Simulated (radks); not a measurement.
# Si⁺ in [Ne] 3s1.5 3p1 4s0.5: an all-electron calculation

The task here is to estimate one member of a computed series from the others.

Method: Dirac Kohn-Sham, BLYP, spin-unpolarised, spherical densities, finite nucleus; open shells fill j = l - 1/2 first. Code: radks (a radial shooting solver on a logarithmic mesh, Libxc functionals) version 1.

## Starting point

* element: silicon (Z = 14)
* charge: +1
* electrons: 13
* configuration: [Ne] 3s1.5 3p1 4s0.5
* nuclear rms radius: 3.1224 fm

Set-up of the first run:

Settings of this run:

```text
Z 14
configuration [Ne] 3s1.5 3p1 4s0.5 3d0 4p0
relativity Dirac
functional b88,lyp
spin unpolarised
j_filling energy
nucleus finite rms 3.1224 fm
c 137.035999084
```

One of the session's tables, all rows but one given; the rest of the session is left out.

It belongs to the step «Radial structure». From the orbitals of this run (lengths in bohr):

```
level     <r>  outermost maximum (interpolated)  90 % within  nodes
1s1/2  0.1113                            0.0726        0.199      0
2s1/2       ?                                 ?            ?      ?
2p1/2  0.5354                             0.386        0.901      0
2p3/2  0.5376                             0.387        0.904      0
3s1/2   2.003                              1.71         3.01      2
3p1/2   2.361                              1.95         3.64      1
3p3/2   2.367                              1.96         3.64      1
4s1/2   5.346                              4.87         7.75      3
3d3/2   3.878                              3.02         6.26      0
3d5/2   3.878                              3.02         6.26      0
4p1/2   6.493                              5.95         9.44      2
4p3/2   6.504                              5.96         9.45      2
```

Estimate the missing values for 2s1/2.

The run gave: <r>: 0.5680; outermost maximum (interpolated): 0.454; 90 % within: 0.896; nodes: 1. In the column «<r>» it lies between 2p3/2 (0.5376) and 3s1/2 (2.003).
